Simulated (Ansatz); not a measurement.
# CH₈O₄Si₂: up Jacob's ladder to CCSD(T)

One table from this session's results is given with a row withheld; the runs are named, their logs left out.

Program: Ansatz 0.2.0, Gaussian basis. Level of theory: functionals in def2-TZVPP, the program's frozen cores in correlated methods. These are calculated values, not measurements.

The runs, in order: PBE-D4, r2SCAN-D4, PBE0-D4, B3LYP-D4, ωB97X-V, ωB97M-V, B2PLYP; CCSD(T)/def2-TZVPP; MP2/def2-QZVPP; extrapolation to the limit.

### Structure used throughout

The geometry comes from an earlier relaxation with PBE0-D4 in a triple-zeta def2 set; it is a stationary point, not always the lowest conformer.

SMILES `CO[SiH2]O[SiH](O)O`, 15 atoms, charge 0, spin multiplicity 1.

Atoms are counted from 1 here; the program's logs count them from 0.

Bond lengths: C1–O2 1.412 Å, C1–H8 1.095 Å, C1–H9 1.090 Å, C1–H10 1.095 Å, O2–Si3 1.652 Å, Si3–O4 1.619 Å, Si3–H11 1.484 Å, Si3–H12 1.484 Å, O4–Si5 1.644 Å, Si5–O6 1.633 Å, Si5–O7 1.627 Å, Si5–H13 1.471 Å, O6–H14 0.965 Å, O7–H15 0.959 Å. Angles: O2–C1–H8 111.3°, O2–C1–H9 108.3°, O2–C1–H10 111.3°, H8–C1–H9 108.5°, H8–C1–H10 108.9°, H9–C1–H10 108.5°, C1–O2–Si3 122.9°, O2–Si3–O4 105.9°, O2–Si3–H11 109.4°, O2–Si3–H12 109.9°, O4–Si3–H11 110.9°, O4–Si3–H12 110.4°, H11–Si3–H12 110.2°, Si3–O4–Si5 139.6°, O4–Si5–O6 108.0°, O4–Si5–O7 111.5°, O4–Si5–H13 108.3°, O6–Si5–O7 110.1° and more.

Set-up of the first run:

Contents of in.yaml:

```yaml
crystal:
  periodic: [false, false, false]
  atoms:
    - {symbol: C, position_ang: [-0.985558, -0.377625, -2.372138]}
    - {symbol: O, position_ang: [-0.488368, -0.132455, -1.073019]}
    - {symbol: Si, position_ang: [1.119930, -0.193382, -0.701711]}
    - {symbol: O, position_ang: [1.232387, 0.228429, 0.856911]}
    - {symbol: Si, position_ang: [0.268537, 0.726636, 2.091743]}
    - {symbol: O, position_ang: [-1.282145, 0.440610, 1.668965]}
    - {symbol: O, position_ang: [0.623259, -0.051463, 3.475338]}
    - {symbol: H, position_ang: [-0.541920, 0.306362, -3.103513]}
    - {symbol: H, position_ang: [-2.064602, -0.220514, -2.361729]}
    - {symbol: H, position_ang: [-0.787026, -1.408029, -2.685273]}
    - {symbol: H, position_ang: [1.861542, 0.761192, -1.563380]}
    - {symbol: H, position_ang: [1.632245, -1.571863, -0.903348]}
    - {symbol: H, position_ang: [0.551525, 2.146100, 2.355211]}
    - {symbol: H, position_ang: [-1.414937, 0.283157, 0.725830]}
    - {symbol: H, position_ang: [0.275152, -0.937165, 3.590114]}
basis:
  gaussian: {orbitals: def2-TZVPP}
hamiltonian: {xc: pbe, dispersion: d4}
output: {forces: true, orbitals: {seedname: orbitals}}
```

Command:

```console
> ansatz run in.yaml --threads 2 --pin off --events-out ev --progress --plain --max-ram 31744MiB --backend cuda --devices 0, --max-vram 18GiB
```

Steps of the session up to this table: PBE-D4 (GGA); r2SCAN-D4 (meta-GGA); PBE0-D4 (hybrid); B3LYP-D4 (hybrid); ωB97X-V (range-separated); ωB97M-V (range-separated); B2PLYP (double hybrid); CCSD(T) in def2-TZVPP; MP2 in def2-QZVPP.

One of the session's tables, all rows but one given; the rest of the session is left out.

| method | atomisation energy (kJ/mol) |
| --- | --- |
| PBE-D4 | 5949.1 |
| r2SCAN-D4 | 5915.4 |
| PBE0-D4 | ? |
| B3LYP-D4 | 5888.1 |
| ωB97X-V | 5928.1 |
| ωB97M-V | 5931.0 |
| B2PLYP | 5847.0 |
| HF/def2-TZVPP | 4286.6 |
| MP2/def2-TZVPP | 5905.0 |
| CCSD/def2-TZVPP | 5688.7 |
| CCSD(T)/def2-TZVPP | 5770.4 |
| MP2/CBS | 6082.2 |
| CCSD(T)/CBS | 5947.6 |

Q: Estimate the row for PBE0-D4 from the others.

As computed: atomisation energy (kJ/mol): 5839.0. In the column «atomisation energy (kJ/mol)» it lies between CCSD(T)/def2-TZVPP (5770.4) and B2PLYP (5847.0).
